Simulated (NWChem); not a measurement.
# One shape, several levels: SnH3 (SMILES [SnH3])

Wanted: a comparison of 3 runs (UHF/def2-SVP, U-r2SCAN/def2-SVP, UBLYP/def2-TZVP) of SnH3. 

Program for the calculation: NWChem 7.3.0.

## (1) The system as given

SnH3 has 4 atoms, charge 0, and is taken as a doublet. As SMILES, `[SnH3]`. Geometry: relaxed at PBE0-D4/def2-TZVP.

Bond lengths: Sn1–H2 1.715 Å, Sn1–H3 1.715 Å, Sn1–H4 1.715 Å. Angles: H2–Sn1–H3 109.6°, H2–Sn1–H4 109.6°, H3–Sn1–H4 109.6°.

## (2) Energy and gradient at UHF/def2-SVP (core potential) (run 1)

Contents of job.xyz:

```xyz
4
H3Sn gradient
Sn     0.280200    -0.211600    -0.271700
H      1.055200     0.011000     1.241700
H     -1.125000    -1.172200    -0.064000
H     -0.154900     1.312500    -0.926300
```

Contents of run.py:

```python
from ase.io import read
from ase.calculators.nwchem import NWChem

atoms = read('job.xyz')

calc = NWChem(
    label='job',
    theory='scf',
    memory='2200 mb',
    basis='def2-SVP',
    basispar='spherical bse',
    scf={'nopen': '1', 'uhf': None, 'thresh': '1e-08', 'maxiter': '80'},
    **{'ecp bse': {'Sn library': 'def2-SVP'}},
)
atoms.calc = calc

forces = atoms.get_forces()
print(f"energy = {atoms.get_potential_energy():.6f} eV")
print("forces (eV/A):")
for s, f in zip(atoms.symbols, forces):
    print(f"{s:2s} {f[0]:10.5f} {f[1]:10.5f} {f[2]:10.5f}")
```

Started as:

```bash
$ export ASE_NWCHEM_COMMAND="nwchem PREFIX.nwi > PREFIX.nwo"
$ python run.py
```

What it wrote:

```text
energy = -5851.498312 eV
forces (eV/A):
Sn   -0.01306    0.01039    0.01296
H     0.00288   -0.00314   -0.00602
H     0.00555   -0.00175   -0.00422
H     0.00463   -0.00550   -0.00278
```

The calculator wrote job.nwi:

```
title "job"

permanent_dir job

scratch_dir job

start job

geometry units angstrom nocenter noautosym noautoz
  Sn 2.8020000000000000e-01 -2.1160000000000001e-01 -2.7170000000000000e-01
  H  1.0551999999999999e+00 1.0999999999999999e-02 1.2417000000000000e+00
  H  -1.1250000000000000e+00 -1.1721999999999999e+00 -6.4000000000000001e-02
  H  -1.5490000000000001e-01 1.3125000000000000e+00 -9.2630000000000001e-01
end

memory 2200 mb

basis spherical bse noprint
   * library def2-SVP
end

scf
  nopen 1
  uhf
  thresh 1e-08
  maxiter 80
end
ecp bse
  Sn library def2-SVP
end

task scf gradient
```

job.nwo:

```text
Northwest Computational Chemistry Package (NWChem) 7.3.0
             --------------------------------------------------------

           Job information
           ---------------

    nwchem branch   = 7.3.0
    use scalapack   = T
    input           = job.nwi
    prefix          = job.
    data base       = job/job.db
    status          = startup
    nproc           =        1

           Memory information
           ------------------

    heap     =     72089596 doubles =      550.0 Mbytes
    stack    =     72089601 doubles =      550.0 Mbytes
    global   =    144179200 doubles =     1100.0 Mbytes (distinct from heap & stack)
    total    =    288358397 doubles =     2200.0 Mbytes
    verify   = yes
    hardfail = no

[... 35 lines left out ...]
            Nuclear Dipole moment (a.u.)
[... 77 lines left out ...]
 1-e energy   =    -419.002016
[... 7 lines left out ...]
         Quadratically convergent UHF
[... 14 lines left out ...]
       Final UHF  results
[... 3 lines left out ...]
      One electron energy =   -419.326403675020
[... 1 line left out ...]
 Nuclear repulsion energy =     20.933400477097
[... 35 lines left out ...]
          Final beta eigenvalues
[... 196 lines left out ...]
                     UHF Final Beta Molecular Orbital Analysis
[... 233 lines left out ...]
  wavefunction    =   UHF

                         UHF ENERGY GRADIENTS

    atom               coordinates                        gradient
                 x          y          z           x          y          z
   1 Sn      0.529501  -0.399866  -0.513439    0.000254  -0.000202  -0.000252
   2 H       1.994039   0.020787   2.346473   -0.000056   0.000061   0.000117
   3 H      -2.125942  -2.215137  -0.120942   -0.000108   0.000034   0.000082
   4 H      -0.292719   2.480265  -1.750453   -0.000090   0.000107   0.000054

                 ----------------------------------------
                 |  Time  |  1-e(secs)   |  2-e(secs)   |
                 ----------------------------------------
                 |  CPU   |       0.00   |       0.26   |
                 ----------------------------------------
                 |  WALL  |       0.00   |       0.26   |
                 ----------------------------------------

 Task  times  cpu:        3.9s     wall:        3.9s
 Total times  cpu:        3.9s     wall:        3.9s
```

Wall time 5.1 s (1 thread of Intel Xeon Platinum 8488C (Sapphire Rapids), shared host); peak memory 0.1 GiB.

## (3) Energy and gradient at U-r2SCAN/def2-SVP (core potential) (run 2)

Contents of run.py:

```python
from ase import Atoms
from ase.calculators.nwchem import NWChem

mol = Atoms(['Sn', 'H', 'H', 'H'], positions=[
    [0.280200, -0.211600, -0.271700],
    [1.055200, 0.011000, 1.241700],
    [-1.125000, -1.172200, -0.064000],
    [-0.154900, 1.312500, -0.926300],
])

calc = NWChem(
    label='geom',
    theory='dft',
    memory='2200 mb',
    basis='def2-SVP',
    basispar='spherical bse',
    dft={'xc': 'r2scan', 'mult': '2', 'grid': 'xfine', 'convergence': 'energy 1e-08', 'iterations': '100', 'mulliken': None, 'print': 'low'},
    **{'ecp bse': {'Sn library': 'def2-SVP'}},
)
mol.calc = calc

forces = mol.get_forces()
print("Total energy (eV):", round(mol.get_potential_energy(), 6))
print("forces (eV/A):")
for s, f in zip(mol.symbols, forces):
    print(f"{s:2s} {f[0]:10.5f} {f[1]:10.5f} {f[2]:10.5f}")
```

Started as:

```bash
$ export ASE_NWCHEM_COMMAND="nwchem PREFIX.nwi > PREFIX.nwo"
$ python run.py
```

What it wrote:

```text
Total energy (eV): -5880.607534
forces (eV/A):
Sn    0.07117   -0.05178   -0.07137
H     0.03461    0.01548    0.08341
H    -0.07806   -0.04571    0.01610
H    -0.02767    0.08207   -0.02813
```

The calculator wrote geom.nwi:

```
title "geom"

permanent_dir geom

scratch_dir geom

start geom

geometry units angstrom nocenter noautosym noautoz
  Sn 2.8020000000000000e-01 -2.1160000000000001e-01 -2.7170000000000000e-01
  H  1.0551999999999999e+00 1.0999999999999999e-02 1.2417000000000000e+00
  H  -1.1250000000000000e+00 -1.1721999999999999e+00 -6.4000000000000001e-02
  H  -1.5490000000000001e-01 1.3125000000000000e+00 -9.2630000000000001e-01
end

memory 2200 mb

basis spherical bse noprint
   * library def2-SVP
end

dft
  xc r2scan
  mult 2
  grid xfine
  convergence energy 1e-08
  iterations 100
  mulliken
  print low
end
ecp bse
  Sn library def2-SVP
end

task dft gradient
```

geom.nwo:

```text
Northwest Computational Chemistry Package (NWChem) 7.3.0
             --------------------------------------------------------

           Job information
           ---------------

    nwchem branch   = 7.3.0
    use scalapack   = T
    input           = geom.nwi
    prefix          = geom.
    data base       = geom/geom.db
    status          = startup
    nproc           =        1

           Memory information
           ------------------

    heap     =     72089596 doubles =      550.0 Mbytes
    stack    =     72089601 doubles =      550.0 Mbytes
    global   =    144179200 doubles =     1100.0 Mbytes (distinct from heap & stack)
    total    =    288358397 doubles =     2200.0 Mbytes
    verify   = yes
    hardfail = no

[... 35 lines left out ...]
            Nuclear Dipole moment (a.u.)
[... 77 lines left out ...]
   convergence    iter        energy       DeltaE   RMS-Dens  Diis-err    time
[... 7 lines left out ...]
         Total DFT energy =     -216.108342604092
      One electron energy =     -419.618056388368
           Coulomb energy =      201.761453004400
    Exchange-Corr. energy =      -19.185139697221
 Nuclear repulsion energy =       20.933400477097
[... 42 lines left out ...]
    Atom       Charge   Shell Charges
 -----------   ------   -------------------------------------------------------
    1 Sn  22     0.91   0.01  0.00  0.07  0.05  0.03  0.00  0.37  0.38 -0.02  0.01
    2 H    1     0.03   0.02  0.01  0.00
    3 H    1     0.03   0.02  0.01  0.00
    4 H    1     0.03   0.02  0.01  0.00

     --------------------------
     Expectation value of S2:
     --------------------------
      <S2> =      0.7521 (Exact =     0.7500)

                         DFT ENERGY GRADIENTS

    atom               coordinates                        gradient
                 x          y          z           x          y          z
   1 Sn      0.529501  -0.399866  -0.513439   -0.001384   0.001007   0.001388
   2 H       1.994039   0.020787   2.346473   -0.000673  -0.000301  -0.001622
   3 H      -2.125942  -2.215137  -0.120942    0.001518   0.000889  -0.000313
   4 H      -0.292719   2.480265  -1.750453    0.000538  -0.001596   0.000547

 Task  times  cpu:       20.3s     wall:       20.3s
 Total times  cpu:       20.3s     wall:       20.3s
```

It took 22 s on 1 thread of Intel Xeon Platinum 8488C (Sapphire Rapids), shared host; peak memory 0.13 GiB.

## (4) Energy and gradient at UBLYP/def2-TZVP (core potential) (run 3)

Contents of h3sn.nw:

```
start h3sn
title "H3Sn BLYP"
memory stack 880 mb heap 220 mb global 1100 mb
charge 0

geometry units angstroms noautosym nocenter noautoz
Sn     0.280200    -0.211600    -0.271700
H      1.055200     0.011000     1.241700
H     -1.125000    -1.172200    -0.064000
H     -0.154900     1.312500    -0.926300
end

basis spherical bse
* library def2-TZVP
end

ecp bse
Sn library def2-TZVP
end

dft
xc becke88 lyp
mult 2
grid xfine
convergence energy 1e-08
maxiter 100
mulliken
print medium
end

task dft gradient
```

Started as:

```bash
$ nwchem h3sn.nw > h3sn.out
```

What it wrote:

```text
[...]
          Wavefunction type:  spin polarized.
          No. of atoms     :     4
          No. of electrons :    25
[...]
          Charge           :     0
          Spin multiplicity:     2
[...]
          AO basis - number of functions:    68
[...]
              XC Information
              --------------
                    Becke 1988 Exchange Functional  1.000
              Lee-Yang-Parr Correlation Functional  1.000
[...]
 d= 0,ls=0.0,diis     1   -215.9590935970 -2.37D+02  8.58D-03  4.41D-02     3.7
[...]
 d= 0,ls=0.0,diis     8   -215.9792579393 -2.94D-09  3.99D-07  3.70D-10    23.4
[...]
         Total DFT energy =     -215.979257939275
      One electron energy =     -419.480324769150
           Coulomb energy =      201.602383430542
    Exchange-Corr. energy =      -19.034717077764
 Nuclear repulsion energy =       20.933400477097
[...]
      Total Density - Mulliken Population Analysis
     ---------------------------------------------
    Atom       Charge   Shell Charges
 -----------   ------   -------------------------------------------------------
    1 Sn  22    21.75   0.29 -0.79  1.60  0.90  1.05  0.47 -0.41  6.38  0.82  1.06  0.32  8.82  1.15  0.08  0.00  0.01
    2 H    1     1.08   0.24  0.54  0.30  0.01
    3 H    1     1.08   0.24  0.54  0.30  0.01
    4 H    1     1.08   0.24  0.54  0.30  0.01
[...]
      <S2> =      0.7508 (Exact =     0.7500)
[...]
  wavefunction    = open shell
                         DFT ENERGY GRADIENTS
    atom               coordinates                        gradient
                 x          y          z           x          y          z
   1 Sn      0.529501  -0.399866  -0.513439   -0.004334   0.003185   0.004341
   2 H       1.994039   0.020787   2.346473   -0.002262  -0.000937  -0.005243
   3 H      -2.125942  -2.215137  -0.120942    0.004893   0.002947  -0.000961
   4 H      -0.292719   2.480265  -1.750453    0.001704  -0.005195   0.001863
[...]
```

Wall time 28 s (1 thread of Intel Xeon Platinum 8488C (Sapphire Rapids), shared host); peak memory 0.15 GiB.

## (5) All runs side by side

```
run                               level  iteration cap  module  energy (Eh)  dipole moment (D)  HOMO energy (eV)  LUMO energy (eV)  wall time
  1       UHF/def2-SVP (core potential)             80     scf  -215.038598               0.46             -8.56              0.50      5.1 s
  2  U-r2SCAN/def2-SVP (core potential)            100     dft  -216.108343                  –                 –                 –       22 s
  3    UBLYP/def2-TZVP (core potential)            100     dft  -215.979258               0.34             -4.95             -4.03       28 s
```

## (6) Summary of results

```
                                 quantity          value
                      run 3: total energy  -215.97926 Eh
                     run 3: dipole moment         0.34 D
run 3: HOMO energy (highest over α and β)       -4.95 eV
 run 3: LUMO energy (lowest over α and β)       -4.03 eV
                              run 3: ⟨S²⟩          0.751
          run 3: largest force on an atom     0.355 eV/Å
```

In words: Totals of different functionals can't be ranked against each other. All runs together took 55 s, the longest 28 s.
